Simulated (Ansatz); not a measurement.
**CH3F2Si (SMILES C[Si](F)F) at U-revPBE/6-311+G(d,p)**

What is the electronic atomisation energy of CH3F2Si at U-revPBE/6-311+G**? 

The results are computed with Ansatz 0.2.0.

34 further runs of the same task are left out: 34 set aside as unsound or not needed.

## (1) The system as given

CH3F2Si has 7 atoms, charge 0, and is taken as a doublet. SMILES: `C[Si](F)F`. The shape is that of a PBE0-D4/def2-TZVP optimisation.

Bond lengths: C1–Si2 1.860 Å, Si2–F3 1.598 Å, Si2–F4 1.598 Å, C1–H5 1.091 Å, C1–H6 1.091 Å, C1–H7 1.094 Å. Angles: C1–Si2–F3 108.7°, C1–Si2–F4 108.7°, F3–Si2–F4 106.1°, Si2–C1–H5 110.5°, Si2–C1–H6 110.5°, Si2–C1–H7 108.7°, H5–C1–H6 109.0°, H5–C1–H7 109.0°, H6–C1–H7 109.0°.

## (2) A single-point energy at U-revPBE/6-311+G(d,p)

Contents of input.yaml:

```yaml
crystal:
  periodic: [false, false, false]
  atoms:
    - symbol: C
      position_ang: [-0.274200, 0.729000, -0.218000]
    - symbol: Si
      position_ang: [0.785100, -0.790400, -0.045500]
    - symbol: F
      position_ang: [1.077400, -1.037600, 1.505800]
    - symbol: F
      position_ang: [-0.050900, -2.056800, -0.546000]
    - symbol: H
      position_ang: [-0.539200, 0.893800, -1.263500]
    - symbol: H
      position_ang: [0.252700, 1.607700, 0.157300]
    - symbol: H
      position_ang: [-1.189800, 0.586300, 0.364200]
basis:
  gaussian:
    orbitals: 6-311+G_st__st_-spherical.json
accuracy: high
magnetization:
  spin_polarized: true
  initial_magnetization: 1
output: {orbitals: {seedname: orbitals}}
hamiltonian:
  xc: {name: revPBE}
```

The basis set 6-311+G** is read from a file made from the Basis Set Exchange's data (not shown).

The run is started by

```sh
ansatz run input.yaml --threads 1 --pin off --max-ram 3480MiB --events-out events.jsonl --progress --plain --runs-dir runs
```

The log of the run:

```text
Warning: RAYON_NUM_THREADS=1 ignored (pool sized by the plan → 1); use --threads N
Functional definition: revPBE
  name "revPBE"
  parameter kappa = 1.245
  parameter beta = 0.06672455060314922
  exchange = pbe_x(kappa = kappa, mu = beta*pi^2/3)
  correlation = pbe_c(beta = beta)
2125 factors; integrals over basis functions are off by at most 5.8e-9 eV
mean field evaluation 1: about -14386.4781 eV, gradient 5.4e1 eV
mean field evaluation 2: about -14364.6965 eV, gradient 8.7e1 eV
mean field evaluation 4: about -14397.4978 eV, gradient 8.4e0 eV
mean field evaluation 8: about -14397.7734 eV, gradient 4.9e-2 eV
mean field evaluation 16: about -14397.7734 eV, gradient 1.9e-5 eV
mean field -14397.77337664 eV, -529.1084124302 hartree, gradient 8.6e-8 eV, S^2 0.751515; 0 other end points of the search recorded, 0 dependent functions left out
reference -14397.77338450 eV, -529.1084127189 hartree; 21, 20 occupied and 93, 94 virtual orbitals, 2125 factors
Total energy: -14397.77338450 eV, -529.1084127189 hartree
```

Wall time 9.3 s (1 thread of Arm Neoverse V2, shared host); peak memory 0.35 GiB.

## (3) The C atom, same level

Contents of run.yaml:

```yaml
crystal:
  periodic: [false, false, false]
  atoms:
    - {symbol: C, position_ang: [0.000000, 0.000000, 0.000000]}
basis:
  gaussian:
    orbitals: 6-311+G_st__st_.json
magnetization:
  spin_polarized: true
  initial_magnetization: 2
hamiltonian:
  xc: {name: revPBE}
accuracy: high
```

The basis set 6-311+G** is read from a file made from the Basis Set Exchange's data (not shown).

Run the same way, it converges to -37.84344 Eh (log not shown).

## (4) The F atom

Contents of input.yaml:

```yaml
crystal:
  periodic: [false, false, false]
  atoms:
    - symbol: F
      position_ang: [0.000000, 0.000000, 0.000000]
basis:
  gaussian:
    orbitals: 6-311+G_st__st_.json
magnetization:
  spin_polarized: true
  initial_magnetization: 1
hamiltonian:
  xc: {name: revPBE}
accuracy: high
```

The basis set 6-311+G** is read from a file made from the Basis Set Exchange's data (not shown).

The run is started by

```sh
ansatz run input.yaml --threads 1 --pin off --max-ram 3480MiB --events-out events.jsonl --progress --plain --runs-dir runs
```

The log of the run, cut to the lines that bear on the results:

```text
Warning: RAYON_NUM_THREADS=1 ignored (pool sized by the plan → 1); use --threads N
[... 6 set-up lines as earlier in the session ...]
175 factors; integrals over basis functions are off by at most 3.7e-9 eV
mean field evaluation 1: about -2713.5635 eV, gradient 6.4e0 eV
mean field evaluation 2: about -2713.5717 eV, gradient 6.1e0 eV
mean field evaluation 4: about -2713.6682 eV, gradient 8.9e-3 eV
mean field evaluation 8: about -2713.6682 eV, gradient 2.0e-5 eV
mean field evaluation 16: about -2713.5007 eV, gradient 7.6e0 eV
mean field evaluation 32: about -2713.6682 eV, gradient 1.7e-8 eV
mean field -2713.66822960 eV, -99.7254680472 hartree, gradient 1.0e-8 eV, S^2 0.751152; 5 other end points of the search recorded, 0 dependent functions left out
reference -2713.66823227 eV, -99.7254681456 hartree; 5, 4 occupied and 17, 18 virtual orbitals, 175 factors
Total energy: -2713.66823227 eV, -99.7254681456 hartree
```

It took 0.78 s on 1 thread of Arm Neoverse V2, shared host.

## (5) The H atom

Contents of in.yaml:

```yaml
crystal:
  periodic: [false, false, false]
  atoms:
    - {symbol: H, position_ang: [0.000000, 0.000000, 0.000000]}
basis:
  gaussian: {orbitals: 6-311+G_st__st_.json}
magnetization: {spin_polarized: true, initial_magnetization: 1}
hamiltonian: {xc: {name: revPBE}}
accuracy: high
```

The basis set 6-311+G** is read from a file made from the Basis Set Exchange's data (not shown).

Run the same way, it converges to -0.50413 Eh (log not shown).

## (6) The Si atom at the same level

Contents of run.yaml:

```yaml
crystal:
  periodic: [false, false, false]
  atoms:
    - {symbol: Si, position_ang: [0.000000, 0.000000, 0.000000]}
basis:
  gaussian:
    orbitals: 6-311+G_st__st_-spherical.json
magnetization:
  spin_polarized: true
  initial_magnetization: 2
hamiltonian:
  xc: {name: revPBE}
accuracy: high
```

The basis set 6-311+G** is read from a file made from the Basis Set Exchange's data (not shown).

Run the same way, it converges to -289.31707 Eh (log not shown).

## (7) Summary of results

Level: U-revPBE/6-311+G**.

| quantity | value |
| --- | --- |
| molecule: total energy | -529.10841 Eh |
| molecule: HOMO energy (highest over α and β) | -5.40 eV |
| molecule: LUMO energy (lowest over α and β) | -3.45 eV |
| molecule: ⟨S²⟩ | 0.752 |
| C atom: total energy | -37.84344 Eh |
| C atom: ⟨S²⟩ | 2.003 |
| F atom: total energy | -99.72547 Eh |
| F atom: ⟨S²⟩ | 0.751 |
| H atom: total energy | -0.50413 Eh |
| H atom: ⟨S²⟩ | 0.750 |
| Si atom: total energy | -289.31707 Eh |
| Si atom: ⟨S²⟩ | 2.002 |
| electronic atomisation energy | 26.792 eV |

Taking the molecule apart into free atoms costs 26.79 eV (618 kcal/mol), before zero-point energy and without spin-orbit coupling.
